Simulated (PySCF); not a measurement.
**Zinc: the same states on changed settings**

Aim: see what changed settings do to total energies and their difference. The change: no relativity, point nucleus, unsound on purpose. A sound run of the same states serves as the yardstick.

The numbers are computed with PySCF 2.14.0 (unrestricted determinants in a Gaussian basis, no spin-orbit coupling in the energies), except any that are marked as measured or tabulated.

6 further runs of the same task are left out: 6 that didn't finish.

## Step 1: The system

| Item | Value |
| --- | --- |
| Element | zinc (Z = 30) |
| Basis | cc-pVTZ-DK (7s6p4d2f1g, 68 functions) |
| Hamiltonian | the non-relativistic Hamiltonian (point nucleus) |
| State 1 | Zn⁺: [Ar] 3d10 4s1, 2S determinant |
| State 2 | Zn²⁺: [Ar] 3d10, closed-shell 1S |
| Methods | UHF, MN15, r2SCAN, MP2 |
| Core shells frozen in the correlated runs | valence: [Ar] (for Zn⁺) |

Outer shells as boxes (Hund's rule):

Zn+ [Ar] 3d10 4s1
```
[Ar] core
3d [↑↓][↑↓][↑↓][↑↓][↑↓]
4s [↑ ]
```

Zn2+ [Ar] 3d10
```
[Ar] core
3d [↑↓][↑↓][↑↓][↑↓][↑↓]
```

The sound run (cc-pVTZ-DK, the spin-free X2C one-electron Hamiltonian (Gaussian nucleus), symmetry-adapted start, fine grid, valence correlation) gave:

| species | method | energy (hartree) |
| --- | --- | --- |
| Zn⁺ | UHF | -1793.98058 |
| Zn⁺ | MN15 | -1796.79080 |
| Zn⁺ | r2SCAN | -1795.54562 |
| Zn⁺ | MP2 (valence) | -1794.45007 |
| Zn²⁺ | UHF | -1793.36108 |
| Zn²⁺ | MN15 | -1796.13000 |
| Zn²⁺ | r2SCAN | -1794.86476 |
| Zn²⁺ | MP2 (valence) | -1793.79720 |

The runs were made by one driver on top of PySCF. The scripts below sum up each run's settings (the driver also hands on starting orbitals that pick excited configurations, and frozen orbitals as a list rather than a count), and the logs come from the driver's own runs. The driver starts from symmetry-adapted Hartree-Fock orbitals, holds the occupation by maximum overlap and uses a logarithmic radial grid for functionals, so a plain start would take other cycles.

It was started by

```bash
OMP_NUM_THREADS=1 python atomrun2.py TASK.json OUT
```

The integrals over 68 functions and the set-up took 0.83 s of CPU time.

## Step 2: Changed run, Zn⁺: the ladder of methods

#### UHF

Contents of input.py:

```python
from pyscf import gto, scf, dft, mp, cc
import basis_set_exchange as bse
mol = gto.M(atom="Zn 0 0 0", charge=1, spin=1, symmetry="D2h",
            basis=gto.basis.parse(bse.get_basis("cc-pVTZ-DK", elements=["Zn"], fmt="nwchem", header=False)))
mf = scf.UHF(mol)
mf.irrep_nelec = {'Ag': (6, 5), 'B1g': (1, 1), 'B2g': (1, 1), 'B3g': (1, 1), 'B1u': (2, 2), 'B2u': (2, 2), 'B3u': (2, 2)}
mf.kernel()
```

Log:

```text
damping factor = 0
level_shift factor = 0
DIIS = <class 'pyscf.scf.diis.CDIIS'>
diis_start_cycle = 1
diis_space = 10
diis_damp = 0
SCF conv_tol = 1e-09
SCF conv_tol_grad = None
number electrons alpha = 15  beta = 14
cycle= 1 E= -1768.4071533674  delta_E= -5.16e-10  |g|= 3.88e-05  |ddm|= 0.000236
cycle= 2 E= -1768.40715336744  delta_E= -4.41e-11  |g|= 4.07e-05  |ddm|= 6.83e-05
cycle= 3 E= -1768.40715336761  delta_E= -1.74e-10  |g|= 3.8e-06  |ddm|= 2.37e-05
converged SCF energy = -1768.40715336761  <S^2> = 0.75080123  2S+1 = 2.0008011
```

It took 0.34 s on 1 thread of Neoverse-V2, shared host, the integrals not counted.

The occupied shells:

| shell | electrons | mean orbital energy (eV) | spread (eV) | rms radius (bohr) |
| --- | --- | --- | --- | --- |
| 1s α | 1 | -9498.7 | 0 | 0.0593 |
| 1s β | 1 | -9498.5 | 0 | 0.0593 |
| 2s α | 1 | -1200.6 | 0 | 0.249 |
| 2s β | 1 | -1200.5 | 0 | 0.249 |
| 2p β | 3 | -1064.8 | 0 | 0.221 |
| 2p α | 3 | -1064.8 | 0 | 0.221 |
| 3s α | 1 | -160.53 | 0 | 0.749 |
| 3s β | 1 | -160.26 | 0 | 0.749 |
| 3p α | 3 | -113.63 | 0 | 0.783 |
| 3p β | 3 | -113.62 | 0 | 0.783 |
| 3d α | 5 | -30.800 | 0 | 0.990 |
| 3d β | 5 | -30.779 | 0 | 0.990 |
| 4s α | 1 | -16.543 | 0 | 2.76 |

⟨S²⟩ = 0.751, ⟨L²⟩ = 0.00.

#### MN15

input.py, as changed from the run before:

```diff
@@ -4,3 +4,3 @@
             basis=gto.basis.parse(bse.get_basis("cc-pVTZ-DK", elements=["Zn"], fmt="nwchem", header=False)))
-mf = scf.UHF(mol)
+mf = dft.UKS(mol, xc="MN15")
 mf.irrep_nelec = {'Ag': (6, 5), 'B1g': (1, 1), 'B2g': (1, 1), 'B3g': (1, 1), 'B1u': (2, 2), 'B2u': (2, 2), 'B3u': (2, 2)}
```

Log:

```text
damping factor = 0
level_shift factor = 0
DIIS = <class 'pyscf.scf.diis.CDIIS'>
diis_start_cycle = 1
diis_space = 10
diis_damp = 0
SCF conv_tol = 1e-09
SCF conv_tol_grad = None
number electrons alpha = 15  beta = 14
XC functionals = MN15
    H. S. Yu, X. He, S. L. Li, and D. G. Truhlar.,  Chem. Sci. 7, 5032-5051 (2016)
    H. S. Yu, X. He, S. L. Li, and D. G. Truhlar.,  Chem. Sci. 7, 5032-5051 (2016)
cycle= 1 E= -1771.26621965604  delta_E= -0.0607  |g|= 0.178  |ddm|= 1.24
cycle= 2 E= -1771.25756744484  delta_E= 0.00865  |g|= 0.356  |ddm|= 0.149
cycle= 3 E= -1771.27078082264  delta_E= -0.0132  |g|= 0.0262  |ddm|= 0.133
cycle= 4 E= -1771.27087266937  delta_E= -9.18e-05  |g|= 0.000697  |ddm|= 0.0121
cycle= 5 E= -1771.27087298019  delta_E= -3.11e-07  |g|= 0.000161  |ddm|= 0.00384
cycle= 6 E= -1771.27087299723  delta_E= -1.7e-08  |g|= 6.07e-06  |ddm|= 0.00124
cycle= 7 E= -1771.27087299727  delta_E= -4.64e-11  |g|= 1.01e-06  |ddm|= 8.05e-05
converged SCF energy = -1771.27087299727  <S^2> = 0.75043281  2S+1 = 2.0004328
```

Time after the integrals: 2.3 s (1 thread of Neoverse-V2, shared host).

#### r2SCAN

input.py, as changed from the run before:

```diff
@@ -4,3 +4,3 @@
             basis=gto.basis.parse(bse.get_basis("cc-pVTZ-DK", elements=["Zn"], fmt="nwchem", header=False)))
-mf = dft.UKS(mol, xc="MN15")
+mf = dft.UKS(mol, xc="R2SCAN")
 mf.irrep_nelec = {'Ag': (6, 5), 'B1g': (1, 1), 'B2g': (1, 1), 'B3g': (1, 1), 'B1u': (2, 2), 'B2u': (2, 2), 'B3u': (2, 2)}
```

Log:

```text
damping factor = 0
level_shift factor = 0
DIIS = <class 'pyscf.scf.diis.CDIIS'>
diis_start_cycle = 1
diis_space = 10
diis_damp = 0
SCF conv_tol = 1e-09
SCF conv_tol_grad = None
number electrons alpha = 15  beta = 14
XC functionals = R2SCAN
    J. W. Furness, A. D. Kaplan, J. Ning, J. P. Perdew, and J. Sun.,  J. Phys. Chem. Lett. 11, 8208-8215 (2020)
    J. W. Furness, A. D. Kaplan, J. Ning, J. P. Perdew, and J. Sun.,  J. Phys. Chem. Lett. 11, 9248-9248 (2020)
    J. W. Furness, A. D. Kaplan, J. Ning, J. P. Perdew, and J. Sun.,  J. Phys. Chem. Lett. 11, 8208-8215 (2020)
    J. W. Furness, A. D. Kaplan, J. Ning, J. P. Perdew, and J. Sun.,  J. Phys. Chem. Lett. 11, 9248-9248 (2020)
cycle= 1 E= -1769.97291486349  delta_E= -0.00935  |g|= 0.226  |ddm|= 0.404
cycle= 2 E= -1769.95265233686  delta_E= 0.0203  |g|= 0.486  |ddm|= 0.218
cycle= 3 E= -1769.98001353527  delta_E= -0.0274  |g|= 0.0254  |ddm|= 0.168
cycle= 4 E= -1769.98011277357  delta_E= -9.92e-05  |g|= 0.000971  |ddm|= 0.0125
cycle= 5 E= -1769.98011332173  delta_E= -5.48e-07  |g|= 0.000102  |ddm|= 0.00577
cycle= 6 E= -1769.98011333876  delta_E= -1.7e-08  |g|= 1.8e-05  |ddm|= 0.00156
cycle= 7 E= -1769.98011333895  delta_E= -1.95e-10  |g|= 1.36e-06  |ddm|= 0.000202
converged SCF energy = -1769.98011333895  <S^2> = 0.75154568  2S+1 = 2.0015451
```

It took 2.2 s on 1 thread of Neoverse-V2, shared host, the integrals not counted.

#### MP2 (valence)

Contents of input.py:

```python
from pyscf import gto, scf, dft, mp, cc
import basis_set_exchange as bse
mol = gto.M(atom="Zn 0 0 0", charge=1, spin=1, symmetry="D2h",
            basis=gto.basis.parse(bse.get_basis("cc-pVTZ-DK", elements=["Zn"], fmt="nwchem", header=False)))
mf = scf.UHF(mol)
mf.irrep_nelec = {'Ag': (6, 5), 'B1g': (1, 1), 'B2g': (1, 1), 'B3g': (1, 1), 'B1u': (2, 2), 'B2u': (2, 2), 'B3u': (2, 2)}
mf.kernel()
mp.UMP2(mf, frozen=9).kernel()
```

The driver printed no log here.

It took 0.15 s on 1 thread of Neoverse-V2, shared host, the integrals not counted.

With 11 electrons correlated, the MP2 correlation energy is -0.46368 hartree (-0.17173 same spin, -0.29195 opposite spin); the SCS form gives -0.40759. Largest pairs of shells: 3d-3d -0.4386, 3d-4s -0.0251, 4s-4s 0.0000.

## Step 3: Changed run, Zn²⁺: the ladder of methods

#### UHF

Contents of input.py:

```python
from pyscf import gto, scf, dft, mp, cc
import basis_set_exchange as bse
mol = gto.M(atom="Zn 0 0 0", charge=2, spin=0, symmetry="D2h",
            basis=gto.basis.parse(bse.get_basis("cc-pVTZ-DK", elements=["Zn"], fmt="nwchem", header=False)))
mf = scf.UHF(mol)
mf.irrep_nelec = {'Ag': (5, 5), 'B1g': (1, 1), 'B2g': (1, 1), 'B3g': (1, 1), 'B1u': (2, 2), 'B2u': (2, 2), 'B3u': (2, 2)}
mf.kernel()
```

Log:

```text
damping factor = 0
level_shift factor = 0
DIIS = <class 'pyscf.scf.diis.CDIIS'>
diis_start_cycle = 1
diis_space = 10
diis_damp = 0
SCF conv_tol = 1e-09
SCF conv_tol_grad = None
number electrons alpha = 14  beta = 14
cycle= 1 E= -1767.80278446294  delta_E= -3.64e-12  |g|= 1.19e-05  |ddm|= 2.06e-05
converged SCF energy = -1767.80278446294  <S^2> = 8.8817842e-15  2S+1 = 1
```

It took 0.27 s on 1 thread of Neoverse-V2, shared host, the integrals not counted.

The occupied shells:

| shell | electrons | mean orbital energy (eV) | spread (eV) | rms radius (bohr) |
| --- | --- | --- | --- | --- |
| 1s | 2 | -9509.8 | 0 | 0.0593 |
| 2s | 2 | -1211.5 | 0 | 0.249 |
| 2p | 6 | -1075.8 | 0 | 0.221 |
| 3s | 2 | -171.34 | 0 | 0.749 |
| 3p | 6 | -124.71 | 0 | 0.782 |
| 3d | 10 | -41.874 | 0 | 0.976 |

⟨S²⟩ = 0.000, ⟨L²⟩ = 0.00.

#### MN15

input.py, as changed from the run before:

```diff
@@ -4,3 +4,3 @@
             basis=gto.basis.parse(bse.get_basis("cc-pVTZ-DK", elements=["Zn"], fmt="nwchem", header=False)))
-mf = scf.UHF(mol)
+mf = dft.UKS(mol, xc="MN15")
 mf.irrep_nelec = {'Ag': (5, 5), 'B1g': (1, 1), 'B2g': (1, 1), 'B3g': (1, 1), 'B1u': (2, 2), 'B2u': (2, 2), 'B3u': (2, 2)}
```

Log:

```text
damping factor = 0
level_shift factor = 0
DIIS = <class 'pyscf.scf.diis.CDIIS'>
diis_start_cycle = 1
diis_space = 10
diis_damp = 0
SCF conv_tol = 1e-09
SCF conv_tol_grad = None
number electrons alpha = 14  beta = 14
XC functionals = MN15
    H. S. Yu, X. He, S. L. Li, and D. G. Truhlar.,  Chem. Sci. 7, 5032-5051 (2016)
    H. S. Yu, X. He, S. L. Li, and D. G. Truhlar.,  Chem. Sci. 7, 5032-5051 (2016)
cycle= 1 E= -1770.62792043988  delta_E= -0.0591  |g|= 0.118  |ddm|= 1.21
cycle= 2 E= -1770.62490842941  delta_E= 0.00301  |g|= 0.225  |ddm|= 0.0934
cycle= 3 E= -1770.62998733904  delta_E= -0.00508  |g|= 0.0194  |ddm|= 0.0897
cycle= 4 E= -1770.63003153055  delta_E= -4.42e-05  |g|= 0.0002  |ddm|= 0.00468
cycle= 5 E= -1770.6300315346  delta_E= -4.05e-09  |g|= 2.84e-05  |ddm|= 0.000115
cycle= 6 E= -1770.63003153468  delta_E= -7.57e-11  |g|= 6.83e-07  |ddm|= 5.71e-06
converged SCF energy = -1770.63003153468  <S^2> = -1.7763568e-15  2S+1 = 1
```

It took 2 s on 1 thread of Neoverse-V2, shared host, the integrals not counted.

#### r2SCAN

input.py, as changed from the run before:

```diff
@@ -4,3 +4,3 @@
             basis=gto.basis.parse(bse.get_basis("cc-pVTZ-DK", elements=["Zn"], fmt="nwchem", header=False)))
-mf = dft.UKS(mol, xc="MN15")
+mf = dft.UKS(mol, xc="R2SCAN")
 mf.irrep_nelec = {'Ag': (5, 5), 'B1g': (1, 1), 'B2g': (1, 1), 'B3g': (1, 1), 'B1u': (2, 2), 'B2u': (2, 2), 'B3u': (2, 2)}
```

Log:

```text
damping factor = 0
level_shift factor = 0
DIIS = <class 'pyscf.scf.diis.CDIIS'>
diis_start_cycle = 1
diis_space = 10
diis_damp = 0
SCF conv_tol = 1e-09
SCF conv_tol_grad = None
number electrons alpha = 14  beta = 14
XC functionals = R2SCAN
    J. W. Furness, A. D. Kaplan, J. Ning, J. P. Perdew, and J. Sun.,  J. Phys. Chem. Lett. 11, 8208-8215 (2020)
    J. W. Furness, A. D. Kaplan, J. Ning, J. P. Perdew, and J. Sun.,  J. Phys. Chem. Lett. 11, 9248-9248 (2020)
    J. W. Furness, A. D. Kaplan, J. Ning, J. P. Perdew, and J. Sun.,  J. Phys. Chem. Lett. 11, 8208-8215 (2020)
    J. W. Furness, A. D. Kaplan, J. Ning, J. P. Perdew, and J. Sun.,  J. Phys. Chem. Lett. 11, 9248-9248 (2020)
cycle= 1 E= -1769.31500330565  delta_E= -0.0067  |g|= 0.155  |ddm|= 0.377
cycle= 2 E= -1769.3075939777  delta_E= 0.00741  |g|= 0.31  |ddm|= 0.14
cycle= 3 E= -1769.31820919921  delta_E= -0.0106  |g|= 0.0167  |ddm|= 0.115
cycle= 4 E= -1769.31824660359  delta_E= -3.74e-05  |g|= 2.77e-05  |ddm|= 0.0037
cycle= 5 E= -1769.31824660375  delta_E= -1.6e-10  |g|= 5.02e-06  |ddm|= 5.41e-05
converged SCF energy = -1769.31824660375  <S^2> = 1.7763568e-15  2S+1 = 1
```

It took 1.7 s on 1 thread of Neoverse-V2, shared host, the integrals not counted.

#### MP2 (valence)

Contents of input.py:

```python
from pyscf import gto, scf, dft, mp, cc
import basis_set_exchange as bse
mol = gto.M(atom="Zn 0 0 0", charge=2, spin=0, symmetry="D2h",
            basis=gto.basis.parse(bse.get_basis("cc-pVTZ-DK", elements=["Zn"], fmt="nwchem", header=False)))
mf = scf.UHF(mol)
mf.irrep_nelec = {'Ag': (5, 5), 'B1g': (1, 1), 'B2g': (1, 1), 'B3g': (1, 1), 'B1u': (2, 2), 'B2u': (2, 2), 'B3u': (2, 2)}
mf.kernel()
mp.UMP2(mf, frozen=9).kernel()
```

This step left no log, only its results.

It took 0.15 s on 1 thread of Neoverse-V2, shared host, the integrals not counted.

With 10 electrons correlated, the MP2 correlation energy is -0.43274 hartree (-0.15845 same spin, -0.27429 opposite spin); the SCS form gives -0.38197. Largest pairs of shells: 3d-3d -0.4327.

## Step 4: Against the sound run

| species | method | converged | energy less sound run (eV) |
| --- | --- | --- | --- |
| Zn⁺ | UHF | yes | +695.8884 |
| Zn⁺ | MN15 | yes | +694.4327 |
| Zn⁺ | r2SCAN | yes | +695.6729 |
| Zn⁺ | MP2 (valence) | yes | +696.0463 |
| Zn²⁺ | UHF | yes | +695.4766 |
| Zn²⁺ | MN15 | yes | +693.8895 |
| Zn²⁺ | r2SCAN | yes | +695.1559 |
| Zn²⁺ | MP2 (valence) | yes | +695.5686 |

Ionisation energy of Zn⁺:

| method | sound run (eV) | changed run (eV) | shift (eV) |
| --- | --- | --- | --- |
| UHF | 16.858 | 16.446 | -0.412 |
| MN15 | 17.981 | 17.438 | -0.543 |
| r2SCAN | 18.527 | 18.010 | -0.517 |
| MP2 | 17.765 | 17.288 | -0.478 |
| SCS-MP2 | 17.611 | 17.143 | -0.468 |

## Step 5: Results

```
                                 quantity                         value
                                   change  no relativity, point nucleus
                           runs converged                        8 of 8
largest shift of a converged total energy                        696 eV
   largest shift of the ionisation energy              -0.543 eV (MN15)
```

**Reading.** The ionisation energy moves by up to 0.54 eV, at MN15. Most of the change in total energy is the relativistic energy itself. On top of that the contraction fixes the core shape for the Hamiltonian it was made with, so the changed run is not a good calculation with the other Hamiltonian either. The setting is unsound on purpose, so these numbers are no properties of the atom.
